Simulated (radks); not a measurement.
# Li⁻ held by a Watson sphere

One table from this session's results is given with a row withheld; the runs are named, their logs left out.

Method: scalar-relativistic Kohn-Sham, r2SCAN, spin-polarised, spherical densities, finite nucleus. Code: radks (a radial shooting solver on a logarithmic mesh, Libxc functionals) version 1.

## What is computed

```
element            : lithium (Z = 3)
charge             : -1
electrons          : 4
configuration      : [He] 2s2
nuclear rms radius : 2.444 fm
```

The outer shells:

Li⁻
```
[He] core
2s [↑↓]
```

The first run:

Settings of this run:

```text
Z 3
configuration [He] 2s2
relativity scalar-relativistic
functional r2scan,r2scan
spin polarised
nucleus finite rms 2.444 fm
c 137.035999084
watson charge 1 radius 1.85 bohr
```

Among the steps run: R = 1.85 bohr; R = 2.54 bohr; R = 2.63 bohr; R = 2.76 bohr; R = 2.98 bohr; R = 3.13 bohr; R = 3.54 bohr; R = 3.97 bohr.

One of the session's tables, all rows but one given; the rest of the session is left out.

```
R (bohr)  highest level (eV)  its <r> (bohr)  sum of <r²> (bohr²)
    1.85              -4.748           3.183                24.77
    2.54              -4.430           3.416                28.15
    2.63              -4.383           3.449                28.66
    2.76                   ?               ?                    ?
    2.98              -4.196           3.580                30.76
    3.13              -4.115           3.637                31.69
    3.54              -3.896           3.791                34.33
    3.97              -3.674           3.947                37.16
```

Q: Estimate the row for R (bohr) = 2.76 from the others.

Worked estimate for «highest level (eV)». A straight line through the neighbours (2.63, -4.383) and (2.98, -4.196) gives -4.383 + (-4.196 + 4.383) × (2.76 − 2.63) / (2.98 − 2.63) = -4.314; a parabola fitted to 4 rows on both sides gives -4.314.

**Answer.** highest level (eV): -4.314; its <r> (bohr): 3.497; sum of <r²> (bohr²): 29.42. In «highest level (eV)» the line misses by 0.000 and the parabola by 0.000.

From R = 1.85 to 3.97 bohr the top level moves from -4.748 to -3.674 eV and its mean radius from 3.18 to 3.95 bohr. A wider sphere makes a shallower well, so the ion swells.
